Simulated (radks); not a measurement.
**Re³⁸⁺ in [Kr] 4d1: an all-electron calculation**

The task here is to estimate one member of a computed series from the others.

The numbers are computed with radks (a radial shooting solver on a logarithmic mesh, Libxc functionals) version 1 (Dirac Kohn-Sham, B86b exchange with PBE correlation, spin-unpolarised, spherical densities, point nucleus; open shells fill j = l - 1/2 first), except any that are marked as measured or tabulated.

### The atom as given

| Property | Result |
| --- | --- |
| element | rhenium (Z = 75) |
| charge | +38 |
| electrons | 37 |
| configuration | [Kr] 4d1 |

The first run:

Settings of this run:

```text
Z 75
configuration [Kr] 4d1
relativity Dirac
functional b86_mgc,pbe
spin unpolarised
j_filling energy
nucleus point
c 137.035999084
```

One of the session's tables, all rows but one given; the rest of the session is left out.

It belongs to the step «Orbitals and density». Radial moments (bohr):

| level | <r> | outermost maximum (interpolated) | 90 % within | nodes |
| --- | --- | --- | --- | --- |
| 1s1/2 | 0.01803 | 0.0112 | 0.0329 | 0 |
| 2s1/2 | 0.07553 | 0.0647 | 0.118 | 1 |
| 2p1/2 | 0.06243 | 0.0480 | 0.104 | 0 |
| 2p3/2 | ? | ? | ? | ? |
| 3s1/2 | 0.1948 | 0.181 | 0.286 | 2 |
| 3p1/2 | 0.1847 | 0.170 | 0.277 | 1 |
| 3p3/2 | 0.1989 | 0.183 | 0.297 | 1 |
| 3d3/2 | 0.1735 | 0.143 | 0.269 | 0 |
| 3d5/2 | 0.1778 | 0.147 | 0.274 | 0 |
| 4s1/2 | 0.3976 | 0.390 | 0.563 | 3 |
| 4p1/2 | 0.3947 | 0.386 | 0.565 | 2 |
| 4p3/2 | 0.4160 | 0.409 | 0.593 | 2 |
| 4d3/2 | 0.4051 | 0.392 | 0.590 | 1 |
| 4d5/2 | 0.4111 | 0.399 | 0.598 | 1 |

Q: Estimate the row for 2p3/2 from the others.

The run gave: <r>: 0.07049; outermost maximum (interpolated): 0.0550; 90 % within: 0.114; nodes: 0. In the column «<r>» it lies between 2p1/2 (0.06243) and 2s1/2 (0.07553).

Caveats from the session: Spin polarisation and multiplet splitting are left out.
